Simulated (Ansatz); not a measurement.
# GeH₅NO: a ladder of functionals and wavefunction methods

One table from this session's results is given with a row withheld; the runs are named, their logs left out.

Program: Ansatz 0.2.0, Gaussian basis. Level of theory: functionals in def2-TZVPP, the program's frozen cores in correlated methods. These are calculated values, not measurements.

The runs, in order: LDA (SPW92), PBE-D4, revPBE-D4, BLYP-D4, r2SCAN-D4, B97M-V, PBE0-D4, B3LYP-D4, r2SCANh-D4, r2SCAN0-D4, HSE06-D4, BHLYP-D4, CAM-B3LYP-D4, LC-ωPBE, ωB97X-V, ωB97M-V, B2PLYP, PBE-QIDH; CCSD(T)/def2-SVP; CCSD(T)/def2-TZVPP; MP2/def2-QZVPP; extrapolation to the limit; RPA on PBE.

**The relaxed structure**

An earlier PBE0-D4 in a triple-zeta def2 set relaxation fixed the geometry.

SMILES `[NH2][GeH2][OH]`, 8 atoms, charge 0, spin multiplicity 1.

Atoms are counted from 1 here; the program's logs count them from 0.

Bond lengths: N1–Ge2 1.819 Å, N1–H4 1.009 Å, N1–H5 1.009 Å, Ge2–O3 1.780 Å, Ge2–H6 1.548 Å, Ge2–H7 1.538 Å, O3–H8 0.959 Å. Angles: Ge2–N1–H4 117.0°, Ge2–N1–H5 115.8°, H4–N1–H5 110.2°, N1–Ge2–O3 104.8°, N1–Ge2–H6 115.6°, N1–Ge2–H7 106.9°, O3–Ge2–H6 106.5°, O3–Ge2–H7 111.2°, H6–Ge2–H7 111.7°, Ge2–O3–H8 112.1°.

The first run:

in.yaml

```yaml
crystal:
  periodic: [false, false, false]
  atoms:
    - {symbol: N, position_ang: [-1.031814, 0.492503, -0.794502]}
    - {symbol: Ge, position_ang: [0.497147, 0.055430, 0.087819]}
    - {symbol: O, position_ang: [0.294802, -1.658247, 0.524467]}
    - {symbol: H, position_ang: [-1.853929, 0.655504, -0.233380]}
    - {symbol: H, position_ang: [-0.943181, 1.208529, -1.499197]}
    - {symbol: H, position_ang: [0.748963, 0.819478, 1.410916]}
    - {symbol: H, position_ang: [1.655784, 0.242655, -0.906814]}
    - {symbol: H, position_ang: [0.724425, -1.872950, 1.354790]}
basis:
  gaussian: {orbitals: def2-TZVPP}
hamiltonian: {xc: lda}
output: {orbitals: {seedname: orbitals}}
```

Launch:

```console
ansatz run in.yaml --threads 2 --pin off --events-out ev --progress --plain --max-ram 4352MiB
```

Steps of the session up to this table: LDA; PBE-D4 (GGA); revPBE-D4 (GGA); BLYP-D4 (GGA); r2SCAN-D4 (meta-GGA); B97M-V (meta-GGA); PBE0-D4 (hybrid); B3LYP-D4 (hybrid); r2SCANh-D4 (hybrid); r2SCAN0-D4 (hybrid); HSE06-D4 (hybrid); BHLYP-D4 (hybrid); CAM-B3LYP-D4 (range-separated); LC-ωPBE (range-separated); ωB97X-V (range-separated); ωB97M-V (range-separated); B2PLYP (double hybrid); PBE-QIDH (double hybrid).

One of the session's tables, all rows but one given; the rest of the session is left out.

| functional | HOMO (eV) | LUMO (eV) | gap (eV) |
| --- | --- | --- | --- |
| LDA (SPW92) | -6.15 | -0.46 | 5.69 |
| PBE-D4 | ? | ? | ? |
| revPBE-D4 | -5.95 | -0.11 | 5.84 |
| BLYP-D4 | -5.89 | -0.20 | 5.69 |
| r2SCAN-D4 | -6.32 | 0.25 | 6.57 |
| B97M-V | -6.44 | 0.01 | 6.45 |
| PBE0-D4 | -7.46 | 0.63 | 8.08 |
| B3LYP-D4 | -7.21 | 0.31 | 7.52 |
| r2SCANh-D4 | -6.86 | 0.53 | 7.39 |
| r2SCAN0-D4 | -7.68 | 0.92 | 8.60 |
| HSE06-D4 | -7.05 | 0.25 | 7.30 |
| BHLYP-D4 | -8.83 | 1.33 | 10.16 |
| CAM-B3LYP-D4 | -8.89 | 1.48 | 10.37 |
| LC-ωPBE | -10.30 | 2.76 | 13.06 |
| ωB97X-V | -9.93 | 2.58 | 12.51 |
| ωB97M-V | -9.83 | 2.23 | 12.06 |

Estimate the missing values for PBE-D4.

As computed: HOMO (eV): -6.01; LUMO (eV): -0.22; gap (eV): 5.78. In the column «HOMO (eV)» it lies between LDA (SPW92) (-6.15) and revPBE-D4 (-5.95).
